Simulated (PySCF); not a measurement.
# C₂H₇NSeSi: electronic excitations

Wanted: the electronic excitations of C₂H₇NSeSi (`C=C[Se][SiH2]N`), by calculation.

The runs use PySCF 2.14.0, with density-fitted response routines of our own; the level of theory stands in each step. All values are computed, except where a source is named. Atoms count from 0, in the outputs and in this text.

### Step 1. The molecule as given

12 atoms, charge 0, multiplicity 1; geometry from: GFN2-xTB.

Bonds of the start (Å): C0–C1 1.32, C1–Se2 1.90, Se2–Si3 2.29, Si3–N4 1.72, C0–H5 1.08, C0–H6 1.08, C1–H7 1.08, Si3–H8 1.46, Si3–H9 1.46, N4–H10 1.01, N4–H11 1.01.

### Step 2. TDDFT and polarisability: B3LYP/def2-SVPD

Job settings and geometry (Å):

```
{"job": {"kind": "uv", "xc": "B3LYP", "basis": "def2-SVPD", "nstates": 8, "ntriplets": 3}, "charge": 0, "multiplicity": 1}
C      2.614590    -0.551589    -0.582102
C      1.344834    -0.242302    -0.388685
Se     0.759339     1.174659     0.741545
Si    -1.477432     1.028676     0.258786
N     -1.920356    -0.597238     0.593467
H      3.413139    -0.006180    -0.107164
H      2.897926    -1.366168    -1.228203
H      0.536656    -0.784939    -0.858323
H     -1.691726     1.210442    -1.173908
H     -2.080216     2.095450     1.057079
H     -1.527428    -1.061943     1.397742
H     -2.868128    -0.899552     0.440257
```

With the program's defaults for keys left out, this is: TDDFT B3LYP/def2-SVPD, vertical, gas phase, core orbitals frozen in the response.

Run with:

```
> OMP_NUM_THREADS=1 python probes_run.py task.json out
```

One launch serves the whole session: the jobs run in the order shown.

What will the session give for the following? lowest singlet (B3LYP/def2-SVPD); brightest single state of those computed; lowest triplet; surface potential, 1st and 99th percentile. Wanted: lowest singlet; brightest single state of those computed; lowest triplet; surface potential, 1st and 99th percentile.

**Answer**, as computed:

```
                                quantity                        value
        lowest singlet (B3LYP/def2-SVPD)  4.90 eV (253 nm), f = 0.002
brightest single state of those computed  state 3, 5.25 eV, f = 0.109
                          lowest triplet                      3.90 eV
   surface potential, 1st and 99th percentile           -0.80 V and 1.68 V
```

In words: The first singlet state (HOMO→LUMO+2 0.83, HOMO→LUMO+1 0.11) lies at 4.90 eV and is weak; of the 8 states computed, the strongest absorption comes from state 3 at 5.25 eV. The lowest triplet lies 1.00 eV below the lowest singlet (triplets in Tamm-Dancoff, singlets in full TDDFT). By nearest atom (B3LYP/def2-SVPD), the HOMO sits on Se2 61 %; C0 18 % and the LUMO on C0, C1 about 20 % each; 4 H atoms about 7 % each.
